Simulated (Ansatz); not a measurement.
Task: energies of removing a hydrogen of C2HLi, SMILES [Li][C]#C, with the Ansatz DFT code, driven from Python. Give the script and its output. Level of theory (for the species named): r2SCAN, def2-TZVP basis, multiplicity 1, D3BJ dispersion.

```yaml
atoms:
  - { symbol: Li, position_ang: [-2.2234, 0.4502, -0.4728] }
  - { symbol: C, position_ang: [-0.3621, 0.0686, -0.0789] }
  - { symbol: C, position_ang: [0.7612, -0.1821, 0.1530] }
  - { symbol: H, position_ang: [1.8799, -0.3970, 0.3783] }
```

The script, `bde.py`:
```python
# -*- coding: utf-8 -*-
"""Cost of removing each kind of hydrogen from C2HLi, fragments frozen."""

import ansatz as az


def energy(molecule, charge=0, unpaired=0):
    calc = (
        molecule.calculation()
        .basis(gaussian="def2-TZVP")
        .functional("r2SCAN", dispersion="d3bj")
        .scf(lower_state_search="standard")
    )
    if charge:
        calc = calc.charge(charge)
    if unpaired:
        calc = calc.spin("collinear", total=unpaired)
    report = calc.run(threads=1).report
    if report["published_state_doubts"]:
        print("  doubts:", report["published_state_doubts"])
    return report["free_energy_ev"]

GEOMETRY = """
Li   -2.22340    0.45020   -0.47280
C    -0.36210    0.06860   -0.07890
C     0.76120   -0.18210    0.15300
H     1.87990   -0.39700    0.37830
"""

def without(molecule, index):
    rest = az.Crystal.molecule()
    for i, site in enumerate(molecule.cartesian_sites):
        if i != index:
            rest = rest.atom(site.symbol, site.position_ang)
    return rest

molecule = az.Crystal.molecule()
for line in GEOMETRY.strip().splitlines():
    symbol, *xyz = line.split()
    molecule = molecule.atom(symbol, [float(v) for v in xyz])

whole = energy(molecule, 0)
hydrogen = energy(az.Crystal.molecule().atom("H", (0, 0, 0)), 0, 1)
print(f"E(molecule) = {whole:.5f} eV, E(H) = {hydrogen:.5f} eV")
for index in [3]:
    radical = energy(without(molecule, index), 0, 1)
    print(f"H{index}: homolysis {23.060548 * (radical + hydrogen - whole):.1f} kcal/mol")
```

```console
$ python bde.py
DeckWarning: the engine holds no damping parameters fitted to this dispersion correction and functional, so the run takes those fitted to r2scan beside the three-body term, which d3bj leaves out (hamiltonian.dispersion, under Limitations)
E(molecule) = -2291.82077 eV, E(H) = -13.60370 eV
H3: homolysis 124.5 kcal/mol
```
(Warnings from the package without file and line.)

What to keep in mind:
- These settings explore the input space; basis and method may be short of convergence.
- The geometry is a force-field or estimated start, not a minimum of this method, and the basis set is short of its limit. All parts are taken at fixed geometry, without zero-point energy.
- A dispersion term here runs with damping parameters fitted for another variant or functional.
- Timing: 5 s on 1 thread of Arm Neoverse V2 (shared host), peak memory 0.21 GiB.
